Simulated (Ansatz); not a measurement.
# H2MoSi: the cost of one run

Method: UKS PBE0/def2-TZVP; program: Ansatz 0.2.0, Gaussian basis.

### 1 The system as given

4 atoms, charge 1, spin multiplicity 2.

Atoms are counted from 1 here; the program's logs count them from 0.

Bond lengths: Mo1–Si2 2.414 Å, Mo1–H3 1.641 Å, Si2–H4 1.503 Å. Angles: Si2–Mo1–H3 128.8°, Mo1–Si2–H4 171.5°.

The start was built by rule and, where that kept it together, relaxed with GFN2-xTB. Sticks and bond lists go by distance. No spin-orbit coupling is included. Elements past krypton take def2 core potentials.

### 2 Relaxation

Contents of in.yaml:

```yaml
crystal:
  periodic: [false, false, false]
  atoms:
    - {symbol: Mo, position_ang: [-0.454827, 0.328354, 0.004701]}
    - {symbol: Si, position_ang: [1.480980, -1.114070, -0.015779]}
    - {symbol: H, position_ang: [-0.513847, 1.968647, 0.022114]}
    - {symbol: H, position_ang: [2.539819, -2.180083, -0.029894]}
basis:
  gaussian: {orbitals: def2-TZVP}
total_charge: 1
magnetization: {spin_polarized: true, initial_magnetization: 1}
hamiltonian: {xc: pbe0}
relax: {f_tol: 0.004, max_steps: 80}
```

Run with:

```bash
$ ansatz run in.yaml --threads 1 --pin off --events-out ev --progress --plain --max-ram 2176MiB
```

What time and memory should one allow on 1 thread of Arm Neoverse V1, shared host?

About 5.8 min, with a peak of 0.25 GiB.
